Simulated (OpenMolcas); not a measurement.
# Mo²⁺ among point charges: CASSCF and CASPT2 levels and susceptibility, part 2 of 2

Aim: the splitting of the states of Mo²⁺ in the field of 6 point charges, its lowest levels with spin-orbit coupling and its magnetic susceptibility.

OpenMolcas 26.06; ANO-RCC-VTZP, DKH2, active space 4 electrons in 5 orbitals (4d), orbitals: per spin and parity. Surroundings: 6 point charges of -0.5 e arranged as a tetragonal octahedron (D4h), 2 Å from the ion, with the axial distance 2.020 Å.

### 7 CASPT2: IPEA 0.25, imaginary shift 0.1 (closed shells correlated: 4s 4p)

The input, a.inp:

```
>>> COPY JOB001 $Project.JobIph
&CASPT2
Multistate=5 1 2 3 4 5
NoMult
Frozen=8 6
IPEA=0.25
Imaginary=0.1
MaxIter=60
WThr=0.0 0.3 0.05
PrWF=0.5
NoMix
>>> COPY JOB002 $Project.JobIph
&CASPT2
Multistate=45 1 2 3 4 5 6 7 8 9 10 11 12 13 14 15 16 17 18 19 20 21 22
23 24 25 26 27 28 29 30 31 32 33 34 35 36 37 38 39 40 41 42 43 44 45
NoMult
Frozen=8 6
IPEA=0.25
Imaginary=0.1
MaxIter=60
WThr=0.0 0.3 0.05
PrWF=0.5
NoMix
>>> COPY JOB003 $Project.JobIph
&CASPT2
Multistate=50 1 2 3 4 5 6 7 8 9 10 11 12 13 14 15 16 17 18 19 20 21 22
23 24 25 26 27 28 29 30 31 32 33 34 35 36 37 38 39 40 41 42 43 44 45 46
47 48 49 50
NoMult
Frozen=8 6
IPEA=0.25
Imaginary=0.1
MaxIter=60
WThr=0.0 0.3 0.05
PrWF=0.5
NoMix
```

Standard output:

```text
Orbital specifications:
      -----------------------

      Symmetry species                           1   2
                                                ag  au
      Frozen orbitals                            8   6
      Inactive orbitals                          1   3
      Active orbitals                            5   0
      Secondary orbitals                        22  23
      Deleted orbitals                           0   0
      Number of basis functions                 36  32
Type of calculation                        SS-CASPT2
      Fock operator                              state-specific
      IPEA shift                                 0.25
      Real shift                                 0.00
      Imaginary shift                            0.10
      The input orbitals will be transformed to quasi-canonical
Reference energy:       -4046.5136006857
      E2 (Non-variational):      -0.3299960204
      Shift correction:          -0.0001731460
      E2 (Variational):          -0.3301691664
      Total energy:           -4046.8437698521
      Residual norm:              0.0000007064
      Reference weight:           0.93754
      Contributions to the CASPT2 correlation energy
      Active & Virtual Only:         -0.0390503365
      One Inactive Excited:          -0.1557433472
      Two Inactive Excited:          -0.1352023367
Reference energy:       -4046.5124835314
      E2 (Non-variational):      -0.3299767359
      Shift correction:          -0.0001729905
      E2 (Variational):          -0.3301497264
      Total energy:           -4046.8426332578
      Residual norm:              0.0000005449
      Reference weight:           0.93756
      Contributions to the CASPT2 correlation energy
      Active & Virtual Only:         -0.0390476861
      One Inactive Excited:          -0.1557320913
      Two Inactive Excited:          -0.1351969584
::    CASPT2 Root  1     Total energy:  -4046.84376985
::    CASPT2 Root  2     Total energy:  -4046.84263326
::    CASPT2 Root  3     Total energy:  -4046.82343083
::    CASPT2 Root  4     Total energy:  -4046.82299201
::    CASPT2 Root  5     Total energy:  -4046.82299201
Orbital specifications:
      -----------------------

      Symmetry species                           1   2
                                                ag  au
      Frozen orbitals                            8   6
      Inactive orbitals                          1   3
      Active orbitals                            5   0
      Secondary orbitals                        22  23
      Deleted orbitals                           0   0
      Number of basis functions                 36  32
Type of calculation                        SS-CASPT2
      Fock operator                              state-specific
      IPEA shift                                 0.25
      Real shift                                 0.00
      Imaginary shift                            0.10
      The input orbitals will be transformed to quasi-canonical
Reference energy:       -4046.4562424926
      E2 (Non-variational):      -0.3374647056
      Shift correction:          -0.0002300347
      E2 (Variational):          -0.3376947403
      Total energy:           -4046.7939372328
      Residual norm:              0.0000002686
      Reference weight:           0.93381
      Contributions to the CASPT2 correlation energy
      Active & Virtual Only:         -0.0465279031
      One Inactive Excited:          -0.1549154788
      Two Inactive Excited:          -0.1360213237
Reference energy:       -4046.4562424926
      E2 (Non-variational):      -0.3374647073
      Shift correction:          -0.0002300354
      E2 (Variational):          -0.3376947426
      Total energy:           -4046.7939372352
      Residual norm:              0.0000002686
      Reference weight:           0.93381
      Contributions to the CASPT2 correlation energy
      Active & Virtual Only:         -0.0465279054
      One Inactive Excited:          -0.1549154781
      Two Inactive Excited:          -0.1360213237
::    CASPT2 Root  1     Total energy:  -4046.79393723
::    CASPT2 Root  2     Total energy:  -4046.79393724
::    CASPT2 Root  3     Total energy:  -4046.79383651
::    CASPT2 Root  4     Total energy:  -4046.78265180
::    CASPT2 Root  5     Total energy:  -4046.78229906
::    CASPT2 Root  6     Total energy:  -4046.78386415
::    CASPT2 Root  7     Total energy:  -4046.78256709
::    CASPT2 Root  8     Total energy:  -4046.78256710
::    CASPT2 Root  9     Total energy:  -4046.78005152
::    CASPT2 Root 10     Total energy:  -4046.78005150
::    CASPT2 Root 11     Total energy:  -4046.78020328
::    CASPT2 Root 12     Total energy:  -4046.77649987
::    CASPT2 Root 13     Total energy:  -4046.77311858
::    CASPT2 Root 14     Total energy:  -4046.76316582
::    CASPT2 Root 15     Total energy:  -4046.76330410
::    CASPT2 Root 16     Total energy:  -4046.76330411
::    CASPT2 Root 17     Total energy:  -4046.76431829
::    CASPT2 Root 18     Total energy:  -4046.76383345
::    CASPT2 Root 19     Total energy:  -4046.76047462
::    CASPT2 Root 20     Total energy:  -4046.75993945
::    CASPT2 Root 21     Total energy:  -4046.75993945
::    CASPT2 Root 22     Total energy:  -4046.75828427
::    CASPT2 Root 23     Total energy:  -4046.75828427
::    CASPT2 Root 24     Total energy:  -4046.75523061
::    CASPT2 Root 25     Total energy:  -4046.74598896
::    CASPT2 Root 26     Total energy:  -4046.74606522
::    CASPT2 Root 27     Total energy:  -4046.74606524
::    CASPT2 Root 28     Total energy:  -4046.74142851
::    CASPT2 Root 29     Total energy:  -4046.74227768
::    CASPT2 Root 30     Total energy:  -4046.74227769
Orbital specifications:
      -----------------------

      Symmetry species                           1   2
                                                ag  au
      Frozen orbitals                            8   6
      Inactive orbitals                          1   3
      Active orbitals                            5   0
      Secondary orbitals                        22  23
      Deleted orbitals                           0   0
      Number of basis functions                 36  32
Type of calculation                        SS-CASPT2
      Fock operator                              state-specific
      IPEA shift                                 0.25
      Real shift                                 0.00
      Imaginary shift                            0.10
      The input orbitals will be transformed to quasi-canonical
Reference energy:       -4046.4215154470
      E2 (Non-variational):      -0.3424548135
      Shift correction:          -0.0002179877
      E2 (Variational):          -0.3426728012
      Total energy:           -4046.7641882482
      Residual norm:              0.0000001465
      Reference weight:           0.93255
      Contributions to the CASPT2 correlation energy
      Active & Virtual Only:         -0.0486607280
      One Inactive Excited:          -0.1575252304
      Two Inactive Excited:          -0.1362688550
Reference energy:       -4046.4215154470
      E2 (Non-variational):      -0.3424548313
      Shift correction:          -0.0002179877
      E2 (Variational):          -0.3426728190
      Total energy:           -4046.7641882660
      Residual norm:              0.0000001465
      Reference weight:           0.93255
      Contributions to the CASPT2 correlation energy
      Active & Virtual Only:         -0.0486607441
      One Inactive Excited:          -0.1575252322
      Two Inactive Excited:          -0.1362688550
::    CASPT2 Root  1     Total energy:  -4046.76418825
::    CASPT2 Root  2     Total energy:  -4046.76418827
::    CASPT2 Root  3     Total energy:  -4046.76446768
::    CASPT2 Root  4     Total energy:  -4046.76403494
::    CASPT2 Root  5     Total energy:  -4046.76419703
::    CASPT2 Root  6     Total energy:  -4046.75321842
::    CASPT2 Root  7     Total energy:  -4046.75532115
::    CASPT2 Root  8     Total energy:  -4046.75325308
::    CASPT2 Root  9     Total energy:  -4046.75325309
::    CASPT2 Root 10     Total energy:  -4046.75274119
::    CASPT2 Root 11     Total energy:  -4046.74975457
::    CASPT2 Root 12     Total energy:  -4046.74878769
::    CASPT2 Root 13     Total energy:  -4046.74878770
::    CASPT2 Root 14     Total energy:  -4046.73979461
::    CASPT2 Root 15     Total energy:  -4046.74088753
::    CASPT2 Root 16     Total energy:  -4046.73256390
::    CASPT2 Root 17     Total energy:  -4046.73340227
::    CASPT2 Root 18     Total energy:  -4046.73340226
::    CASPT2 Root 19     Total energy:  -4046.73244281
::    CASPT2 Root 20     Total energy:  -4046.72847069
::    CASPT2 Root 21     Total energy:  -4046.73369604
::    CASPT2 Root 22     Total energy:  -4046.71455606
::    CASPT2 Root 23     Total energy:  -4046.71418884
::    CASPT2 Root 24     Total energy:  -4046.71418883
::    CASPT2 Root 25     Total energy:  -4046.71836983
::    CASPT2 Root 26     Total energy:  -4046.71836986
::    CASPT2 Root 27     Total energy:  -4046.71885814
::    CASPT2 Root 28     Total energy:  -4046.70120348
::    CASPT2 Root 29     Total energy:  -4046.70927055
::    CASPT2 Root 30     Total energy:  -4046.70879391
```

This run took 15 s in all on 1 thread, shared host.

SS-CASPT2: lowest energy less the reference's lowest, -0.3302 hartree; reference weights 0.909 to 0.938.

States without spin-orbit coupling:

```csv
state,degeneracy,E (cm-1),free-ion L (%)
5B1,1,0,D (100)
5A1,1,249,D (100)
5B2,1,4464,D (100)
5E,2,4560,D (100)
3E,2,10937,H (58)
3A2,1,10959,H (59)
3A2,1,13148,H (42)
3B1,1,13414,H (95)
3E,2,13432,H (44)
3A1,1,13491,H (96)
3B2,1,13951,H (52)
3E,2,13985,H (52)
3B1,1,14764,F (100)
3A1,1,15506,G (100)
1B2,1,17405,I (49)
3B1,1,17438,G (84)
1B1,1,17464,I (83)
1E,2,17466,I (50)
1A1,1,17500,I (83)
3A1,1,17544,G (86)
3E,2,17660,H (70)
3A2,1,17691,H (69)
3B2,1,18281,H (43)
3E,2,18399,H (44)
```

With spin-orbit coupling:

```
E (cm-1)  Degeneracy  Label  2S+1               g
       0           1     A1     5                
      32           1     A2     5                
     120           2      E     5  0.00 0.00 2.59
     160           1     B1     5                
     300           1     A1     5                
     330           2      E     5  0.00 0.00 3.25
     420           1     B2     5                
     440           1     B1     5                
    4380           1     B2     5                
    4400           2      E     5  0.00 0.00 2.37
    4450           1     A2     5                
    4460           2      E     5  0.00 0.00 5.01
    4490           1     A1     5                
    4880           1     A2     5                
    4910           1     A1     5                
    4940           2      E     5  0.00 0.00 1.57
    4970           1     B1     5                
    5200           1     B2     5                
    5210           2      E     5  0.00 0.00 7.71
   10460           1     A1     3                
   10950           1     A2     3                
   10960           2      E     3  0.00 0.00 0.27
   11080           1     B2     3                
   11090           2      E     3  0.00 0.00 0.53
```

Powder χT (cm³ K/mol): 0.13 at 2 K, 0.33 at 5 K, 0.65 at 10 K, 1.13 at 20 K, 1.75 at 50 K, 2.12 at 100 K, 2.28 at 150 K, 2.37 at 200 K, 2.43 at 250 K, 2.48 at 300 K.

### 8 The methods side by side

A. CASSCF
B. SS-CASPT2, IPEA 0.25, imaginary shift 0.1 (closed shells correlated: 4s 4p)

```csv
method,ground state,first state of that spin (cm-1),first gap with spin-orbit (cm-1),χT at 300 K
A,5B1,5A1 245.2,26.6,2.49
B,5B1,5A1 249.5,31.6,2.48
```

### 9 Outcome

What follows sums up all 2 parts.

| quantity | value |
| --- | --- |
| method | SS-CASPT2, IPEA 0.25, imaginary shift 0.1 (closed shells correlated: 4s 4p) |
| spin-free ground state | 5B1, 1-fold in its orbital part |
| first state of the same spin within the active space | 5A1 at 249 cm⁻¹ |
| lowest level | 1-fold A1 |
| next level | 31.6 cm⁻¹ |
| χT at 300 K | 2.48 cm³ K/mol |
| effective moment at 300 K | 4.45 μB |

Cost by method:

```csv
method,time of its own steps,time with the reference
A. CASSCF,25 s,25 s
"B. SS-CASPT2, IPEA 0.25, imaginary shift 0.1, +4s 4p",15 s,40 s
```

Times are of one thread on a shared host.

What this shows: The spin-free ground state (5B1) comes to 100 % from free-ion D terms and keeps the highest spin of the shell. χT at 300 K is 2.48, against 3.01 cm³ K/mol for the spin alone, so spin-orbit coupling lowers it. An active space of the d shell alone favours high spin; real ions in strong fields can be low spin. The field of point charges can differ much from that of real complexes. With metal d orbitals alone active, the gaps between spin states are rough; where two lie within a few thousand cm-1, their order is open. Point charges carry no covalency, so the field is a model and not that of real ligands.
